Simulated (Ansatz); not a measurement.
# C8H14O2: up Jacob's ladder to CCSD(T)

An exercise on one series of results from a longer session: the logs are not shown, and one member is left open.

Method: functionals in def2-TZVPP, the program's frozen cores in correlated methods; program: Ansatz 0.2.0, Gaussian basis.

Levels to be run: PBE-D4, r2SCAN-D4, PBE0-D4, B3LYP-D4, ωB97X-V, ωB97M-V, B2PLYP; CCSD(T)/def2-TZVPP; MP2/def2-QZVPP; extrapolation to the limit.

### The geometry

The geometry comes from an earlier relaxation with PBE0-D4 in a triple-zeta def2 set; it is a stationary point, not always the lowest conformer.

SMILES `CC(=O)C(C(C)=O)C(C)C`, 24 atoms, charge 0, spin multiplicity 1.

Atoms are counted from 1 here; the program's logs count them from 0.

Bond lengths: C1–C2 1.502 Å, C1–H11 1.094 Å, C1–H12 1.094 Å, C1–H13 1.088 Å, C2–O3 1.204 Å, C2–C4 1.532 Å, C4–C5 1.527 Å, C4–C8 1.533 Å, C4–H14 1.097 Å, C5–C6 1.504 Å, C5–O7 1.202 Å, C6–H15 1.088 Å, C6–H16 1.094 Å, C6–H17 1.094 Å, C8–C9 1.522 Å, C8–C10 1.523 Å, C8–H18 1.094 Å, C9–H19 1.090 Å and more. Angles: C2–C1–H11 110.1°, C2–C1–H12 109.5°, C2–C1–H13 110.5°, H11–C1–H12 106.6°, H11–C1–H13 110.1°, H12–C1–H13 110.1°, C1–C2–O3 122.5°, C1–C2–C4 116.8°, O3–C2–C4 120.7°, C2–C4–C5 107.1°, C2–C4–C8 110.8°, C2–C4–H14 108.2°, C5–C4–C8 112.8°, C5–C4–H14 108.1°, C8–C4–H14 109.7°, C4–C5–C6 115.9°, C4–C5–O7 122.1°, C6–C5–O7 122.1° and more.

The first run:

Contents of in.yaml:

```yaml
crystal:
  periodic: [false, false, false]
  atoms:
    - {symbol: C, position_ang: [1.081331, -0.467384, 2.259551]}
    - {symbol: C, position_ang: [1.270438, -0.209553, 0.792420]}
    - {symbol: O, position_ang: [2.332808, -0.347457, 0.243726]}
    - {symbol: C, position_ang: [0.033978, 0.229663, 0.002566]}
    - {symbol: C, position_ang: [0.357229, 1.587465, -0.617181]}
    - {symbol: C, position_ang: [0.371178, 2.755153, 0.331019]}
    - {symbol: O, position_ang: [0.603336, 1.712334, -1.786997]}
    - {symbol: C, position_ang: [-0.346873, -0.824160, -1.043759]}
    - {symbol: C, position_ang: [-1.656145, -0.454350, -1.725182]}
    - {symbol: C, position_ang: [-0.444085, -2.214820, -0.431148]}
    - {symbol: H, position_ang: [0.704250, 0.433209, 2.753476]}
    - {symbol: H, position_ang: [0.320887, -1.241442, 2.399279]}
    - {symbol: H, position_ang: [2.019816, -0.777987, 2.715177]}
    - {symbol: H, position_ang: [-0.793810, 0.365779, 0.709359]}
    - {symbol: H, position_ang: [0.683012, 3.656843, -0.192440]}
    - {symbol: H, position_ang: [-0.626150, 2.901446, 0.756121]}
    - {symbol: H, position_ang: [1.051437, 2.562366, 1.165949]}
    - {symbol: H, position_ang: [0.454152, -0.818403, -1.788354]}
    - {symbol: H, position_ang: [-1.596502, 0.518631, -2.212898]}
    - {symbol: H, position_ang: [-1.910208, -1.194836, -2.487382]}
    - {symbol: H, position_ang: [-2.478248, -0.433142, -1.001634]}
    - {symbol: H, position_ang: [0.505754, -2.547541, -0.006218]}
    - {symbol: H, position_ang: [-1.204584, -2.248576, 0.356559]}
    - {symbol: H, position_ang: [-0.732982, -2.943218, -1.192007]}
basis:
  gaussian: {orbitals: def2-TZVPP}
hamiltonian: {xc: pbe, dispersion: d4}
output: {forces: true, orbitals: {seedname: orbitals}}
```

Command:

```console
> ansatz run in.yaml --threads 4 --pin off --events-out ev --progress --plain --max-ram 46080MiB --backend cuda --devices 0, --max-vram 37GiB
```

Steps of the session up to this table: PBE-D4 (GGA); r2SCAN-D4 (meta-GGA); PBE0-D4 (hybrid); B3LYP-D4 (hybrid); ωB97X-V (range-separated); ωB97M-V (range-separated); B2PLYP (double hybrid); CCSD(T) in def2-TZVPP; MP2 in def2-QZVPP.

One table of the session follows, with a row left open; its other results are not shown here.

| method | atoms, summed (eV) | atomisation energy (kJ/mol) |
| --- | --- | --- |
| PBE-D4 | -12500.413 | 10408.4 |
| r2SCAN-D4 | -12511.239 | 10176.1 |
| PBE0-D4 | -12503.488 | 10218.8 |
| B3LYP-D4 | -12519.919 | 10133.8 |
| ωB97X-V | -12514.965 | 10150.7 |
| ωB97M-V | -12512.965 | 10165.0 |
| B2PLYP | -12509.092 | 10033.1 |
| HF/def2-TZVPP | -12467.398 | 7445.6 |
| MP2/def2-TZVPP | -12489.499 | 10082.9 |
| CCSD/def2-TZVPP | -12494.846 | 9741.5 |
| CCSD(T)/def2-TZVPP | ? | ? |
| MP2/CBS | -12493.556 | 10308.6 |
| CCSD(T)/CBS | -12499.500 | 10124.0 |

Estimate the missing values for CCSD(T)/def2-TZVPP.

As computed: atoms, summed (eV): -12495.443; atomisation energy (kJ/mol): 9898.3. In the column «atoms, summed (eV)» it lies between CCSD(T)/CBS (-12499.500) and CCSD/def2-TZVPP (-12494.846).
